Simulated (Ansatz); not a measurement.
Geometry optimisation, DFT PBE, scalar-relativistic, plane waves, PAW in Ansatz 0.2.0.

input.yaml

```yaml
crystal:
  lattice:
    - [0.0, 5.43, 5.43]
    - [5.43, 0.0, 5.43]
    - [5.43, 5.43, 0.0]
  atoms:
    - { symbol: Si, position: [0.0, 0.0, 0.0] }
    - { symbol: Si, position: [0.125, 0.125, 0.125] }
    - { symbol: Si, position: [0.0, 0.0, 0.5] }
    - { symbol: Si, position: [0.125, 0.125, 0.625] }
    - { symbol: Si, position: [0.0, 0.5, 0.0] }
    - { symbol: Si, position: [0.125, 0.625, 0.125] }
    - { symbol: Si, position: [0.0, 0.5, 0.5] }
    - { symbol: Si, position: [0.125, 0.625, 0.625] }
    - { symbol: Si, position: [0.5, 0.0, 0.0] }
    - { symbol: Si, position: [0.625, 0.125, 0.125] }
    - { symbol: Si, position: [0.5, 0.0, 0.5] }
    - { symbol: Si, position: [0.625, 0.125, 0.625] }
    - { symbol: Si, position: [0.5, 0.5, 0.0] }
    - { symbol: Si, position: [0.625, 0.625, 0.125] }
    - { symbol: Si, position: [0.5, 0.5, 0.5] }
    - { symbol: Si, position: [0.625, 0.625, 0.625] }
    - { symbol: B, position: [0.8027064, 0.3077593, 0.8113454], spin: 1.0 }
magnetization:
  spin_polarized: true
basis:
  ecutwfc: 420.0
kpoints:
  mp_grid: { grid: [2, 2, 2] }
hamiltonian:
  xc: pbe
  pseudopotentials: { kind: paw, azcp: { folder: soft_1 } }
scf:
  occupations: { method: fermi_dirac, width: 0.05 }
  lower_state_search: "off"
relax:
  f_tol: 0.08
  max_steps: 25
  adjacent_minimum: "off"
```

Command:

```bash
$ ansatz run input.yaml --threads 1 --pin off --max-ram 3072MiB --backend cpu --events-out ev --progress --plain --runs-dir out
```

Problem. Where does it end, and by what steps?

Solution. The run converged. Limits of this set-up: coarse k mesh. After 3 steps the energy has fallen by 0.144 eV; B17 moved furthest, 0.09 Å.

```tsv
step	energy less start (eV)	largest force component (eV/Å)	accepted
0	0.0000	0.485	yes
1	-0.1275	0.142	yes
2	-0.1372	0.084	yes
3	-0.1439	0.019	yes
```

```xyz
17
Lattice="0.0000 5.4300 5.4300 5.4300 0.0000 5.4300 5.4300 5.4300 0.0000" Properties=species:S:1:pos:R:3
Si 0.033 0.002 0.033
Si 1.371 1.364 1.364
Si 2.705 2.700 -0.018
Si 4.065 4.034 1.319
Si 2.700 -0.016 2.699
Si 4.050 1.337 4.053
Si 5.461 2.746 2.717
Si 6.799 4.080 4.076
Si -0.015 2.696 2.697
Si 1.317 4.032 4.060
Si 2.730 5.445 2.730
Si 4.085 6.798 4.081
Si 2.719 2.751 5.466
Si 4.083 4.085 6.796
Si 5.416 5.415 5.410
Si 6.747 6.778 6.748
B 6.110 8.818 6.099
```

Whether the end is a true minimum wasn't checked by a vibrational analysis.

Time of the run: 57 s on 1 thread of AMD EPYC 7R13 Processor (Zen 3), with other jobs on the host, peak memory 0.72 GiB.
